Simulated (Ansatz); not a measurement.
# SiF (P1) in Ansatz: convergence with smearing width

Aim: find how far smearing width must go before the results for SiF settle, at PBE. This setting moves, with any that are tied to it; all else stays.

Program: Ansatz 0.2.0. These are calculated values, not measurements. Logs are shortened: lines on timing, memory, paths and dates and some standing lists are left out, and cuts for length are marked.

**1. The cell of the first run**

The typed cell holds 2 atoms: a = 3.029 Å, b = 3.029 Å, c = 3.029 Å, α = 90.00°, β = 90.00°, γ = 90.00°.

The cell was built by a generator and needn't be a form met in nature.

The cell isn't the ideal one: atoms moved at random, drawn with an rms of 0.05 Å.

**2. With smearing width 0.3 eV**

File input.yaml:

```yaml
crystal:
  lattice:
    - [3.0286, 0.0, 0.0]
    - [0.0, 3.0286, 0.0]
    - [0.0, 0.0, 3.0286]
  atoms:
    - { symbol: Si, position: [0.490546, 0.4926, 0.483629] }
    - { symbol: F, position: [0.007868, -0.010374, 0.002039] }
hamiltonian:
  xc: pbe
  pseudopotentials: { kind: nc, accuracy: standard }
kpoints:
  mp_grid: { grid: [6, 6, 6] }
scf:
  occupations: { method: fermi_dirac, width: 0.3 }
output:
  forces: true
  stress: true
  eigenvalues: true
```

Potentials or basis: PseudoDojo standard (PBE files).

The run is started by

```bash
ansatz run input.yaml --threads 2 --pin off --max-ram 5632MiB --backend cpu --events-out ev --progress --plain --runs-dir out
```

Output:

```text
Warning: RAYON_NUM_THREADS=2 ignored (pool sized by the plan → 2); use --threads N
band count auto-derived: 11 (N_el = 11.0; filled up to band 6; 10 by the electrons, moments and atoms)
Engine: ansatz 0.2.0, x86_64-unknown-linux-gnu
Pseudopotentials: kind: nc
Pseudopotential: Si, nc, valence charge 4, recommended cutoff 489.804952 eV (normal), Si.nc.azcp (PseudoDojo's, or run here from an input of PseudoDojo's; its table is named by hamiltonian.pseudopotentials.accuracy)
Pseudopotential: F, nc, valence charge 7, recommended cutoff 1142.878222 eV (normal), F.nc.azcp (PseudoDojo's, or run here from an input of PseudoDojo's; its table is named by hamiltonian.pseudopotentials.accuracy)
Functional definition: PBE
  parameter kappa = 0.804
  parameter beta = 0.06672455060314922
  exchange = pbe_x(kappa = kappa, mu = beta*pi^2/3)
  correlation = pbe_c(beta = beta)
Crystal: 2 atoms, lattice volume = 27.780 Å³
Basis set: ecut = 1142.878222 eV, 2469 PW (Γ), exchange–correlation on 72×72×72 points (8 copies of the dense FFT grid, shifted against one another)
Bands: 11, of which v1, the nominal top of the filled ones, is band 6 counted from 1 (5 counted from 0)
Symmetry: 1 space group operations
Space group: P1 (ITA 1), of the structure as read, at distance tolerance 3.0e-5 Å
k-points: 112 of 216 (time reversal used)
Non-local potential: Si, projectors of the file, l = 0: 2, l = 1: 2, l = 2: 2
Non-local potential: F, projectors of the file, l = 0: 2, l = 1: 2, l = 2: 1
Initial density: superposition of atomic densities (chi_scale 0.1, normalization cell), built separately for each of the 2 bonded fragments (scf.initial_density.interfragment_charge_transfer: auto; true builds it for the cell as a whole; a typed value also counts as a typed key of the start: scf.initial_density.chi_scale says what that changes, if anything)
Initial wavefunctions: pseudopotential atomic-orbital guess
Functional: x = pbe(κ = 0.804, μ = 0.2195149727645171), c = pbe(β = 0.06672455060314922)
SCF iter   1: F=—  HF=-785.216769 eV  |F-HF|=—  |Δ(HF+E_count)|=         —  Δρ=9.75e-2  dr2=2.77e0  ethr=3.10e-3  ⟨swp⟩=5.1  Hψ=7824  notcnv=0
preconditioner: auto → none  [metal: Δε(μ)=0.294 eV  Ē_g=13.569 eV  σ=0.300 eV  W_gap=0.24  n_scr=6 (ndim 8)  ℏωp=21.1 eV  f_vac=0.000  D(μ)=1.24/eV (n_scr^D=6)  sad-step TF]
SCF iter   2: F=—  HF=-784.495430 eV  |F-HF|=—  |Δ(HF+E_count)|=   7.21e-1  Δρ=3.15e-2  dr2=1.63e-1  ethr=3.10e-3  ⟨swp⟩=2.0  Hψ=3347  notcnv=0
SCF iter   3: F=—  HF=-784.436933 eV  |F-HF|=—  |Δ(HF+E_count)|=   5.85e-2  Δρ=1.46e-2  dr2=2.30e-2  ethr=1.48e-3  ⟨swp⟩=1.0  Hψ=2128  notcnv=0
SCF iter   4: F=—  HF=-784.431972 eV  |F-HF|=—  |Δ(HF+E_count)|=   4.96e-3  Δρ=6.17e-3  dr2=4.36e-3  ethr=2.09e-4  ⟨swp⟩=1.5  Hψ=1475  notcnv=0
SCF iter   5: F=—  HF=-784.430673 eV  |F-HF|=—  |Δ(HF+E_count)|=   1.30e-3  Δρ=1.33e-3  dr2=2.00e-4  ethr=3.97e-5  ⟨swp⟩=2.0  Hψ=1887  notcnv=0
SCF iter   6: F=—  HF=-784.430611 eV  |F-HF|=—  |Δ(HF+E_count)|=   6.28e-5  Δρ=1.43e-4  dr2=2.27e-6  ethr=1.82e-6  ⟨swp⟩=2.4  Hψ=1914  notcnv=0
SCF iter   7: F=—  HF=-784.430613 eV  |F-HF|=—  |Δ(HF+E_count)|=   2.45e-6  Δρ=7.81e-6  dr2=6.04e-9  ethr=9.09e-10  ⟨swp⟩=5.0  Hψ=7283  notcnv=0
SCF iter   8: F=-784.430613 eV  HF=-784.430613 eV  |F-HF|=2.48e-11  |Δ(HF+E_count)|=   1.10e-9  Δρ=4.46e-7  dr2=1.33e-11  ethr=5.49e-11  ⟨swp⟩=1.1  Hψ=3580  notcnv=0
SCF 1 converged in 8 iterations: F = -784.430613 eV  dr2 = 1.33e-11
SCF converged after 8 iterations
Free energy (F): -784.430613 eV
Harris-Foulkes:  -784.430613 eV  (|F-HF|=2.48e-11)
Internal energy: -784.073385 eV  (E = F + TS)
E sigma→0 (E₀):  -784.251999 eV
Entropy (-TS):   -0.357228 eV (-178.614 meV/atom)
Fermi energy:    6.955116 eV
--- Per-component energies (eV) ---
  E_band       = -18.201263
  E_kinetic    = 472.939142
  E_local      = -711.368377  (includes V_loc(G=0)·N_el)
  E_nonlocal   = -51.285174
  E_hartree    = 239.914880
  E_xc         = -189.266984
  E_vxc        = -208.316601  (∫ρ·V_xc dr)
  E_ewald      = -545.006871
  E_smearing   = -0.357228  (= −TS)
  E_closure    = 0.000000  (closes the sum)
  Σ components = -784.430613   (vs F -784.430613, Δ=0.00e0)
--- Forces (eV/Å), atoms counted from 1 ---
  atom   1  Si    -0.04175186     0.00724097    -0.04431368
  atom   2  F      0.04174564    -0.00723973     0.04430693
  max |Σ_I F_I| component: 6.75e-6 eV/Å
--- Stress (GPa, compression-positive) ---
        0.785788       0.023372      -0.144002
        0.023372       0.894330       0.024826
       -0.144002       0.024826       0.771357
  P = ⅓ Tr σ = 0.8172 GPa (8.172 kbar)
--- Band table (eV; the first three rows and the last of 112) ---
  k-point 0: bands = ["-17.0693", "-1.9412", "1.7841", "1.7879", "1.7952", "12.0812", "12.1513", "12.1809", "12.8808", "12.9411", "23.0165"]
  k-point 1: bands = ["-17.0121", "-2.1224", "1.8601", "1.8642", "2.0059", "9.3844", "12.1321", "12.1569", "13.2234", "15.8507", "22.5911"]
  k-point 2: bands = ["-16.8946", "-2.5338", "2.0256", "2.0287", "2.8313", "6.6509", "12.0940", "12.0983", "14.1188", "18.9524", "20.8678"]
  k-point 111: bands = ["-16.5203", "0.9324", "0.9368", "0.9530", "4.1243", "6.1062", "6.1277", "6.1351", "16.1198", "16.1269", "16.1372"]
```

Run time: 3.2 s. Hardware: 2 threads of Intel Xeon 6975P-C (Granite Rapids), shared host; peak memory 0.46 GiB.

Results:

```
Free energy            : -784.4306 eV
Pressure               : 0.8 GPa
Largest force          : 0.061 eV/Å
Band gap on the k mesh : none (metal or under the smearing width)
```

**3. With smearing width 0.2 eV**

input.yaml: that of step 2 with these lines changed.

```diff
@@ -14,3 +14,3 @@
 scf:
-  occupations: { method: fermi_dirac, width: 0.3 }
+  occupations: { method: fermi_dirac, width: 0.2 }
 output:
```

Potentials or basis: PseudoDojo standard (PBE files).

The run is started by

```bash
ansatz run input.yaml --threads 2 --pin off --max-ram 5632MiB --backend cpu --events-out ev --progress --plain --runs-dir out
```

It took 3.1 s on 2 threads of Intel Xeon 6975P-C (Granite Rapids), shared host; peak memory 0.46 GiB.

What came out:

- Free energy: -784.3212 eV
- Pressure: 0.6 GPa
- Largest force: 0.061 eV/Å
- Band gap on the k mesh: none (metal or under the smearing width)

**4. With smearing width 0.15 eV**

input.yaml: that of step 3 with these lines changed.

```diff
@@ -14,3 +14,3 @@
 scf:
-  occupations: { method: fermi_dirac, width: 0.2 }
+  occupations: { method: fermi_dirac, width: 0.15 }
 output:
```

The run is started by

```bash
ansatz run input.yaml --threads 2 --pin off --max-ram 5632MiB --backend cpu --events-out ev --progress --plain --runs-dir out
```

Run time: 2.7 s. Hardware: 2 threads of Intel Xeon 6975P-C (Granite Rapids), shared host; peak memory 0.45 GiB.

Results:

- Free energy: -784.2752 eV
- Pressure: 0.5 GPa
- Largest force: 0.060 eV/Å
- Band gap on the k mesh: none (metal or under the smearing width)

**5. With smearing width 0.1 eV**

input.yaml: that of step 4 with these lines changed.

```diff
@@ -14,3 +14,3 @@
 scf:
-  occupations: { method: fermi_dirac, width: 0.15 }
+  occupations: { method: fermi_dirac, width: 0.1 }
 output:
```

The run is started by

```bash
ansatz run input.yaml --threads 2 --pin off --max-ram 5632MiB --backend cpu --events-out ev --progress --plain --runs-dir out
```

Run time: 3.4 s. Hardware: 2 threads of Intel Xeon 6975P-C (Granite Rapids), shared host; peak memory 0.46 GiB.

What came out:

| Property | Result |
| --- | --- |
| Free energy | -784.2371 eV |
| Pressure | 0.4 GPa |
| Largest force | 0.058 eV/Å |
| Band gap on the k mesh | none (metal or under the smearing width) |

**6. With smearing width 0.05 eV**

input.yaml: that of step 5 with these lines changed.

```diff
@@ -14,3 +14,3 @@
 scf:
-  occupations: { method: fermi_dirac, width: 0.1 }
+  occupations: { method: fermi_dirac, width: 0.05 }
 output:
```

Potentials or basis: PseudoDojo standard (PBE files).

The run is started by

```bash
ansatz run input.yaml --threads 2 --pin off --max-ram 5632MiB --backend cpu --events-out ev --progress --plain --runs-dir out
```

It took 3.5 s on 2 threads of Intel Xeon 6975P-C (Granite Rapids), shared host; peak memory 0.45 GiB.

The run converged. Its results:

- Free energy: -784.2107 eV
- Pressure: 0.2 GPa
- Largest force: 0.054 eV/Å
- Band gap on the k mesh: none (metal or under the smearing width)

**7. With smearing width 0.025 eV**

input.yaml: that of step 6 with these lines changed.

```diff
@@ -14,3 +14,3 @@
 scf:
-  occupations: { method: fermi_dirac, width: 0.05 }
+  occupations: { method: fermi_dirac, width: 0.025 }
 output:
```

The run is started by

```bash
ansatz run input.yaml --threads 2 --pin off --max-ram 5632MiB --backend cpu --events-out ev --progress --plain --runs-dir out
```

Run time: 3.5 s. Hardware: 2 threads of Intel Xeon 6975P-C (Granite Rapids), shared host; peak memory 0.45 GiB.

The run converged. Its results:

- Free energy: -784.2035 eV
- Pressure: 0.1 GPa
- Largest force: 0.052 eV/Å
- Band gap on the k mesh: none (metal or under the smearing width)

**8. With smearing width 0.01 eV**

input.yaml: that of step 7 with these lines changed.

```diff
@@ -14,3 +14,3 @@
 scf:
-  occupations: { method: fermi_dirac, width: 0.025 }
+  occupations: { method: fermi_dirac, width: 0.01 }
 output:
```

The run is started by

```bash
ansatz run input.yaml --threads 2 --pin off --max-ram 5632MiB --backend cpu --events-out ev --progress --plain --runs-dir out
```

It took 2.6 s on 2 threads of Intel Xeon 6975P-C (Granite Rapids), shared host; peak memory 0.46 GiB.

The run converged. Its results:

```yaml
Free_energy: -784.2006 eV
Pressure: 0.1 GPa
Largest_force: 0.054 eV/Å
Band_gap_on_the_k_mesh: none (metal or under the smearing width)
```

**9. With smearing width 0.005 eV**

input.yaml: that of step 8 with these lines changed.

```diff
@@ -14,3 +14,3 @@
 scf:
-  occupations: { method: fermi_dirac, width: 0.01 }
+  occupations: { method: fermi_dirac, width: 0.005 }
 output:
```

Potentials or basis: PseudoDojo standard (PBE files).

The run is started by

```bash
ansatz run input.yaml --threads 2 --pin off --max-ram 5632MiB --backend cpu --events-out ev --progress --plain --runs-dir out
```

Run time: 2.6 s. Hardware: 2 threads of Intel Xeon 6975P-C (Granite Rapids), shared host; peak memory 0.43 GiB.

Results (log left out):

- Free energy: -784.2000 eV
- Pressure: 0.1 GPa
- Largest force: 0.055 eV/Å
- Band gap on the k mesh: none (metal or under the smearing width)

**10. Result**

```
smearing width  energy less the tightest run, at zero smearing (meV/atom)  pressure (GPa)  largest force (eV/Å)  SCF cycles  CPU time (s)  peak memory (GiB)
        0.3 eV                                                     -26.10            0.82                 0.061           8           6.3               0.46
        0.2 eV                                                     -11.38            0.60                 0.061           8           6.1               0.46
       0.15 eV                                                      -5.80            0.50                 0.060           7           5.3               0.45
        0.1 eV                                                      -2.11            0.39                 0.058           9           6.7               0.46
       0.05 eV                                                      -0.82            0.22                 0.054           9           6.9               0.45
      0.025 eV                                                      -0.46            0.13                 0.052           9           6.8               0.45
       0.01 eV                                                      -0.01            0.12                 0.054           7           5.2               0.46
      0.005 eV                                                       0.00            0.12                 0.055           7           5.2               0.43
```

Against the tightest run, the energy stays within 1 meV/atom from 0.05 eV on; the pressure stays within 0.1 GPa from 0.025 eV on; the largest force stays within 0.005 eV/Å from 0.1 eV on. Narrower smearing needs a denser k mesh, so at a fixed mesh the narrowest width isn't the most accurate. The tightest run that finished is the yardstick and may itself not be fully converged.

Caveats: an odd number of electrons without spin polarisation forces a metal; a magnetic or distorted state may lie lower.
